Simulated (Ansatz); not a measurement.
**Br− with CH₄: structure and interaction energy**

One table from this session's results is given with a row withheld; the runs are named, their logs left out.

Program: Ansatz 0.2.0, Gaussian basis. Level of theory: PBE0-D4 structure, single points in def2-TZVPPD. These are calculated values, not measurements.

Levels: PBE-D4, revPBE-D4, BLYP-D4, r2SCAN-D4, B97M-V, PBE0-D4, B3LYP-D4, HSE06-D4, wB97X-V, wB97M-V, B2PLYP, Hartree-Fock, MP2, CCSD, CCSD(T). The reference is CCSD(T) extrapolated to the basis limit. For elements past Ar these valence bases correlate outer-core shells poorly and lack relativity, so that limit is rough.

Correlated methods freeze the cores. Filled d shells of the heavier atoms are correlated. B3LYP uses VWN-RPA correlation. B2PLYP carries no dispersion term here.

163 further runs of the same task are left out: 163 set aside as unsound or not needed.

## Where the work starts

The pair, from a GFN2-xTB docking trial: 6 atoms, charge -1, spin multiplicity 1.

Atoms are counted from 1 here; the program's logs count them from 0.

Bond lengths: C2–H3 1.085 Å, C2–H4 1.083 Å, C2–H5 1.084 Å, C2–H6 1.084 Å. Angles: H3–C2–H4 108.8°, H3–C2–H5 109.4°, H3–C2–H6 109.5°, H4–C2–H5 109.6°, H4–C2–H6 109.7°, H5–C2–H6 109.7°.

Coordinates:

```xyz
6
charge -1, multiplicity 1
Br    0.1059    0.0074   -3.2064
C    -0.0198   -0.0013    0.6440
H     0.0985    0.0195   -0.4343
H    -1.0213   -0.3386    0.8790
H     0.1313    0.9950    1.0427
H     0.7054   -0.6820    1.0750
```

Atoms 1 to 1 are fragment A (Br−), the rest fragment B (CH₄).

Set-up of the first run:

The input, pre/in.yaml:

```yaml
crystal:
  periodic: [false, false, false]
  atoms:
    - {symbol: Br, position_ang: [0.105900, 0.007400, -3.206400]}
    - {symbol: C, position_ang: [-0.019800, -0.001300, 0.644000]}
    - {symbol: H, position_ang: [0.098500, 0.019500, -0.434300]}
    - {symbol: H, position_ang: [-1.021300, -0.338600, 0.879000]}
    - {symbol: H, position_ang: [0.131300, 0.995000, 1.042700]}
    - {symbol: H, position_ang: [0.705400, -0.682000, 1.075000]}
basis:
  gaussian: {orbitals: def2-SVPD}
total_charge: -1
hamiltonian: {xc: pbe, dispersion: d4}
relax: {f_tol: 0.03, max_steps: 250}
```

Run with:

```sh
> ansatz run in.yaml --threads 2 --pin off --events-out ev --progress --plain --max-ram 5222MiB
```

Steps of the session up to this table: A first relaxation in a small basis; Relaxation at PBE0-D4; wB97X-V/def2-TZVPPD; wB97M-V/def2-TZVPPD; B2PLYP/def2-TZVPPD; B97M-V/def2-TZVPPD; CCSD(T)/def2-TZVPPD; MP2/def2-QZVPPD; Hartree-Fock/STO-3G; SPW92/def2-SVP; wB97M-V/def2-SVP; CCSD(T)/def2-SVP; Vibrations of the pair.

One of the session's tables, all rows but one given; the rest of the session is left out.

```
      method  interaction (kJ/mol)
      PBE-D4                -12.80
   revPBE-D4                -11.37
     BLYP-D4                -10.27
   r2SCAN-D4                -10.44
      B97M-V                -11.03
     PBE0-D4                -11.76
    B3LYP-D4                -10.46
    HSE06-D4                -11.88
     wB97X-V                -10.22
     wB97M-V                -10.38
      B2PLYP                     ?
Hartree-Fock                 -2.60
         MP2                 -9.43
        CCSD                 -8.20
     CCSD(T)                 -9.19
 CCSD(T)/CBS                -10.75
```

Estimate the missing values for B2PLYP.

**Answer.** interaction (kJ/mol): -7.87. In the column «interaction (kJ/mol)» it lies between CCSD (-8.20) and Hartree-Fock (-2.60).
